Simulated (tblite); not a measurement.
# C7H13FOSi: the cost of one run

Computed with tblite 0.8.0 and PySCF 2.14.0, with density-fitted response routines of our own, on a single molecule in the gas phase. Atoms count from 0, in the outputs and in this text.

## (1) Starting geometry

23 atoms, charge 0, multiplicity 1; geometry from: force field or distance geometry start.

Bonds of the start (Å): C0–C1 1.34, C1–C2 1.46, C2–O3 1.26, C2–Si4 1.83, Si4–F5 1.68, Si4–C6 1.86, C6–C7 1.52, C6–C8 1.51, C6–C9 1.53, C0–H10 1.07, C0–H11 1.09, C1–H12 1.10, Si4–H13 1.49, C7–H14 1.12, C7–H15 1.10, C7–H16 1.10, C8–H17 1.12, C8–H18 1.12, C8–H19 1.11, C9–H20 1.11, C9–H21 1.12, C9–H22 1.10.

## (2) Optimising the geometry with GFN2-xTB

The job: settings as JSON, then the geometry in Å.

```
{"job": {"kind": "relax", "xc": "GFN2-xTB", "basis": "xTB"}, "charge": 0, "multiplicity": 1}
C      3.579000     0.880600     0.027800
C      2.620800     1.772300     0.297100
C      1.211100     1.413200     0.368400
O      0.399500     2.339200     0.627900
Si     0.703200    -0.314700     0.048000
F      1.293700    -1.397900     1.185000
C     -1.130200    -0.493400    -0.236500
C     -1.757600     0.794200    -0.748100
C     -1.883800    -0.913600     1.002500
C     -1.283400    -1.642700    -1.230100
H      4.618800     1.140800    -0.015900
H      3.292300    -0.155900    -0.166200
H      2.924600     2.805300     0.510700
H      1.349400    -0.681300    -1.247200
H     -2.125800     1.404700     0.114200
H     -2.626700     0.575500    -1.390800
H     -1.044500     1.381000    -1.343400
H     -1.455700    -1.833300     1.487200
H     -2.921100    -1.207400     0.701000
H     -1.999900    -0.094600     1.738900
H     -0.799300    -1.327200    -2.182100
H     -0.641000    -2.464900    -0.834500
H     -2.328300    -1.952800    -1.344800
```

The run is started by

```console
> OMP_NUM_THREADS=1 python probes_run.py task.json out
```

This one command runs all jobs of the session in turn.

Q: Estimate the wall time of this first job on 1 thread of Arm Neoverse V2, shared host.

About 1.5 s.
